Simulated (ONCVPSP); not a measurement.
# Ge: generating and testing an ONCV potential

Aim: build the potential from the settings below, then test how well it stands in for the atom: other configurations, scattering, ghost states and the plane-wave cutoff that it needs.

Method: ONCVPSP 4.0.1, LDA (Perdew-Wang 92), scalar-relativistic.

## 1. The design

Typed settings, in words:

| Property | Result |
| --- | --- |
| element | germanium (Ge, Z = 32) |
| type | optimised norm-conserving Vanderbilt (ONCV) |
| frozen core | [Ne] |
| valence charge | 22 |
| reference configuration | 3s2 3p6 3d10 4s1 (charge +3) |
| partial waves | 3s+4s: rc 1.10 bohr, ncon 4, nbas 8, qcut 13.3 1/bohr, 2 projectors; 3p: rc 0.80 bohr, ncon 5, nbas 8, qcut 21.9 1/bohr, 2 projectors, debl 0.5 Ha; 3d: rc 1.20 bohr, ncon 5, nbas 10, qcut 12.6 1/bohr, 3 projectors, debl 3.3 Ha |
| local potential | polynomial inside 0.50 bohr (lpopt 5, dvloc0 2 Ha) |
| core correction | Teter function, fcfact 3.75, rcfact 1.8 |

The outer shells as boxes (Hund's rule for the drawing; the calculation is spin-unpolarised):

```
[Ne] core
3s [↑↓]
3p [↑↓][↑↓][↑↓]
3d [↑↓][↑↓][↑↓][↑↓][↑↓]
4s [↑ ]
```

An earlier all-electron run gives the scale for the radii.

All-electron outer shells of the reference configuration (LDA (PZ), scalar-relativistic, ld1.x):

| shell | level (eV) | outermost node (bohr) | outermost maximum (bohr) |
| --- | --- | --- | --- |
| 2p | -1232.32 | – | 0.14 |
| 3s | -201.90 | 0.26 | 0.54 |
| 3p | -149.52 | 0.23 | 0.54 |
| 3d | -63.47 | – | 0.50 |
| 4s | -40.90 | 0.76 | 1.62 |
| 4p | -30.42 | 0.81 | 1.86 |

## 2. Generating the potential

Contents of Ge.dat:

```
# ATOM AND REFERENCE CONFIGURATION
# atsym  z   nc   nv     iexc    psfile
  Ge 32.00    3    4  -001012      upf
#
#   n    l    f
    1    0    2.00
    2    0    2.00
    2    1    6.00
    3    0    2.00
    3    1    6.00
    3    2   10.00
    4    0    1.00
#
# PSEUDOPOTENTIAL AND OPTIMIZATION
# lmax
    2
#
#   l,   rc,      ep,       ncon, nbas, qcut
    0    1.10    0.00    4    8   13.30
    1    0.80    0.00    5    8   21.90
    2    1.20    0.00    5   10   12.60
#
# LOCAL POTENTIAL
# lloc, lpopt,  rc(5),   dvloc0
    4    5    0.50    2.00
#
# VANDERBILT-KLEINMAN-BYLANDER PROJECTORs
# l, nproj, debl
    0    2    3.10
    1    2    0.50
    2    3    3.30
#
# MODEL CORE CHARGE
# icmod, fcfact, rcfact
    3    3.75    1.80
#
# LOG DERIVATIVE ANALYSIS
# epsh1, epsh2, depsh
   -9.00    5.00    0.04
#
# OUTPUT GRID
# rlmax, drl
    6.00    0.01
#
# TEST CONFIGURATIONS
# ncnf
    4
# nvcnf
#   n    l    f
    5
    3    0    2.00
    3    1    6.00
    3    2   10.00
    4    0    2.00
    4    1    2.00
#
    5
    3    0    2.00
    3    1    6.00
    3    2   10.00
    4    0    2.00
    4    1    1.00
#
    4
    3    0    2.00
    3    1    6.00
    3    2   10.00
    4    0    2.00
#
    5
    3    0    2.00
    3    1    6.00
    3    2   10.00
    4    0    1.00
    4    1    3.00
#
```

Launch:

```sh
$ oncvpsp.x < Ge.dat > Ge.out
```

Before running it: what results should come out? Wanted: cutoffs for 1 and 0.1 mHa per electron, occupied waves; bound ghosts; GHOST(+) flags; largest test error; largest phase difference near zero energy, channels read; rms error of d²Exc/dn², without and with the model core; projector energies reset by the program.

The runs gave:

```
                                                quantity                               value
  cutoffs for 1 and 0.1 mHa per electron, occupied waves                   149 Ha and 180 Ha
                                            bound ghosts                          none found
                                          GHOST(+) flags                         s at 434 eV
                            largest test error (AE − PS)  +5.7 meV, for 3s2 3p6 3d10 4s2 4p2
largest phase difference near zero energy, channels read                           0.001 rad
 rms error of d²Exc/dn², without and with the model core                   3.11 and 2.54 mHa
                 projector energies reset by the program                 p: -5.495, 0.250 Ha
```

**Reading.** By total energies transferability is good: the largest error is 5.7 meV on 58.6 eV, for 3s2 3p6 3d10 4s2 4p2. By its cutoff, 149 Ha for the looser tolerance, it is very hard. At the looser tolerance the 3p wave is the slowest; 3d needs 72 Ha. No bound ghost shows below the valence levels. Near zero energy the phases of the channels with partial waves agree within 0.001 rad. The program also flags highly localised states, GHOST(+) (s). All of this concerns the isolated atom, not yet a solid.
